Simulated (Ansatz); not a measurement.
# Pb: the cost of one run

Program: Ansatz 0.2.0. Level of theory: DFT r2SCAN, scalar-relativistic, plane waves, PAW. These are calculated values, not measurements.

3 further runs of the same task are left out: 2 that didn't finish, 1 set aside as unsound or not needed.

## Step 1: The structure to begin with

The structure is cubic, space group Fm-3m (No. 225). The conventional cell has a = 4.996 Å, b = 4.996 Å, c = 4.996 Å, α = 90.00°, β = 90.00°, γ = 90.00°. Around Pb (site symmetry m-3m) lie 12 Pb at 3.53 Å.

Structure file:

```cif
data_structure
_symmetry_space_group_name_H-M 'P 1'
_symmetry_Int_Tables_number 1
_cell_length_a 3.5324
_cell_length_b 3.5324
_cell_length_c 3.5324
_cell_angle_alpha 60.000
_cell_angle_beta 60.000
_cell_angle_gamma 60.000
_cell_volume 31.17
loop_
_atom_site_label
_atom_site_type_symbol
_atom_site_fract_x
_atom_site_fract_y
_atom_site_fract_z
_atom_site_occupancy
Pb1 Pb 0.00000 0.00000 0.00000 1
```

This cell was relaxed beforehand with the same method: volume 31.17 Å³/atom, gap on the mesh none (metal).

## Step 2: Bands, states and charges

input.yaml

```yaml
crystal:
  lattice:
    - [0.0, 2.4977940733, 2.4977940733]
    - [2.4977940733, 0.0, 2.4977940733]
    - [2.4977940733, 2.4977940733, 0.0]
  atoms:
    - { symbol: Pb, position: [0.0, 0.0, 0.0] }
basis:
  ecutwfc: 500
kpoints:
  mp_grid: { grid: [14, 14, 14] }
  band_path:
    path:
      - [[0.0, 0.0, 0.0], [0.5, 0.0, 0.5], [0.625, 0.25, 0.625]]
      - [[0.375, 0.375, 0.75], [0.0, 0.0, 0.0], [0.5, 0.5, 0.5], [0.5, 0.25, 0.75], [0.5, 0.0, 0.5]]
    npoints: 14
hamiltonian:
  xc: r2scan
scf:
  occupations: { method: gaussian, width: 0.1 }
  n_extra_bands: 6
output:
  forces: true
  stress: true
  eigenvalues: true
  populations: true
  dos: { projected: true, de: 0.02, nscf_kmesh: { grid: [21, 21, 21] } }
  bader: true
  write_density: true
  write_potential: true
  elf: true
  volumetric_format: npy
```

Started as:

```sh
> ansatz run input.yaml --threads 1 --pin off --max-ram 2560MiB --backend cpu --events-out ev --progress --plain --runs-dir out
```

What time and memory should one allow on 1 thread of Arm Neoverse V2, shared host?

About 16 s, with a peak of 0.42 GiB.
